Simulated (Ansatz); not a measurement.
**C2H5AlN2 (SMILES C#[C][Al]([NH2])[NH2]): PBE0/def2-SVP**

Aim: the electronic atomisation energy of C2H5AlN2 at PBE0/def2-SVP, from 5 runs. 

Program for the calculation: Ansatz 0.2.0.

62 further runs of the same task are left out: 1 that didn't finish, 61 set aside as unsound or not needed.

### Step 1. The molecule

The species is C2H5AlN2 (10 atoms), meant as a singlet with charge 0. SMILES: `C#[C][Al]([NH2])[NH2]`. The coordinates come from a PBE0-D4/def2-TZVP relaxation.

Bond lengths: C1–C2 1.210 Å, C2–Al3 1.908 Å, Al3–N4 1.763 Å, Al3–N5 1.763 Å, C1–H6 1.067 Å, N4–H7 1.006 Å, N4–H8 1.006 Å, N5–H9 1.006 Å, N5–H10 1.006 Å. Some angles: C1–C2–Al3 180.0°, C2–Al3–N4 118.9°, C2–Al3–N5 118.9°, N4–Al3–N5 122.2°, C2–C1–H6 180.0°, Al3–N4–H7 126.4°, Al3–N4–H8 123.3°, Al3–N5–H9 123.3°, Al3–N5–H10 126.4°, H7–N4–H8 110.4°.

### Step 2. The energy at PBE0/def2-SVP

Contents of in.yaml:

```yaml
crystal:
  periodic: [false, false, false]
  atoms:
    - {symbol: C, position_ang: [-2.368100, 1.221100, 0.873300]}
    - {symbol: C, position_ang: [-1.345900, 0.693600, 0.497800]}
    - {symbol: Al, position_ang: [0.265700, -0.138000, -0.094200]}
    - {symbol: N, position_ang: [0.247600, -1.861100, -0.467000]}
    - {symbol: "N", position_ang: [1.722400, 0.842900, -0.249900]}
    - {symbol: H, position_ang: [-3.269100, 1.686000, 1.204200]}
    - {symbol: H, position_ang: [1.027400, -2.410800, -0.785900]}
    - {symbol: H, position_ang: [-0.574800, -2.435200, -0.383700]}
    - {symbol: H, position_ang: [1.750000, 1.827100, -0.041300]}
    - {symbol: H, position_ang: [2.627700, 0.523400, -0.550300]}
basis:
  gaussian:
    orbitals: def2-SVP
hamiltonian:
  xc: pbe0
accuracy: high
output:
  orbitals: {seedname: orbitals}
```

Run with:

```console
$ ansatz run in.yaml --threads 1 --pin off --max-ram 3480MiB --events-out events.jsonl --progress --plain --runs-dir runs
```

Standard output:

```text
Warning: RAYON_NUM_THREADS=1 ignored (pool sized by the plan → 1); use --threads N
Functional definition: PBE0
  name "PBE0"
  parameter a = 0.25
  parameter kappa = 0.804
  parameter beta = 0.06672455060314922
  exchange = (1 - a)*pbe_x(kappa = kappa, mu = beta*pi^2/3) + a*exact_x
  correlation = pbe_c(beta = beta)
2218 factors; integrals over basis functions are off by at most 1.4e-8 eV
mean field evaluation 1: about -11703.6632 eV, gradient 8.0e1 eV
mean field evaluation 2: about -11693.7656 eV, gradient 1.0e2 eV
mean field evaluation 4: about -11717.3907 eV, gradient 4.6e0 eV
mean field evaluation 8: about -11717.6576 eV, gradient 8.9e-1 eV
mean field evaluation 16: about -11717.6600 eV, gradient 5.7e-5 eV
mean field -11717.65996633 eV, -430.6160612476 hartree, gradient 3.0e-8 eV, S^2 0.000000; 0 other end points of the search recorded, 0 dependent functions left out
reference -11717.65996919 eV, -430.6160613525 hartree; 22, 22 occupied and 77, 77 virtual orbitals, 2218 factors
Total energy: -11717.65996919 eV, -430.6160613525 hartree
```

Run time: 9.9 s. Hardware: 1 thread of Intel Xeon Platinum 8488C (Sapphire Rapids), shared host; peak memory 0.36 GiB.

### Step 3. The Al atom

Contents of in.yaml:

```yaml
crystal:
  periodic: [false, false, false]
  atoms:
    - symbol: Al
      position_ang: [0.000000, 0.000000, 0.000000]
basis:
  gaussian:
    orbitals: def2-SVP
magnetization:
  spin_polarized: true
  initial_magnetization: 1
hamiltonian:
  xc: pbe0
accuracy: high
```

Run the same way, it converges to -242.16443 Eh (log not shown).

### Step 4. The C atom at the same level

Contents of molecule.yaml:

```yaml
crystal:
  periodic: [false, false, false]
  atoms:
    - {symbol: C, position_ang: [0.000000, 0.000000, 0.000000]}
basis:
  gaussian: {orbitals: def2-SVP}
hamiltonian: {xc: {name: PBE0}}
magnetization: {spin_polarized: true, initial_magnetization: 2}
accuracy: high
```

Run the same way, it converges to -37.76066 Eh (log not shown).

### Step 5. The H atom, same level

Contents of run.yaml:

```yaml
crystal:
  periodic: [false, false, false]
  atoms:
    - {symbol: H, position_ang: [0.000000, 0.000000, 0.000000]}
basis:
  gaussian:
    orbitals: def2-SVP
hamiltonian:
  xc: pbe0
accuracy: high
magnetization:
  spin_polarized: true
  initial_magnetization: 1
```

Run the same way, it converges to -0.50029 Eh (log not shown).

### Step 6. The N atom, same level

Contents of input.yaml:

```yaml
crystal:
  periodic: [false, false, false]
  atoms:
    - {symbol: N, position_ang: [0.000000, 0.000000, 0.000000]}
basis:
  gaussian:
    orbitals: def2-SVP
magnetization:
  spin_polarized: true
  initial_magnetization: 3
hamiltonian:
  xc: {name: PBE0}
accuracy: high
```

Run the same way, it converges to -54.47898 Eh (log not shown).

### Step 7. Results

At PBE0/def2-SVP:

| quantity | value |
| --- | --- |
| molecule: total energy | -430.61606 Eh |
| molecule: HOMO energy | -6.70 eV |
| molecule: LUMO energy | 0.10 eV |
| molecule: HOMO–LUMO gap | 6.80 eV |
| Al atom: total energy | -242.16443 Eh |
| Al atom: ⟨S²⟩ | 0.753 |
| C atom: total energy | -37.76066 Eh |
| C atom: ⟨S²⟩ | 2.002 |
| H atom: total energy | -0.50029 Eh |
| H atom: ⟨S²⟩ | 0.750 |
| N atom: total energy | -54.47898 Eh |
| N atom: ⟨S²⟩ | 3.753 |
| electronic atomisation energy | 40.025 eV |

**Reading.** Taking the molecule apart into free atoms costs 40.02 eV (923 kcal/mol), before zero-point energy and without spin-orbit coupling.
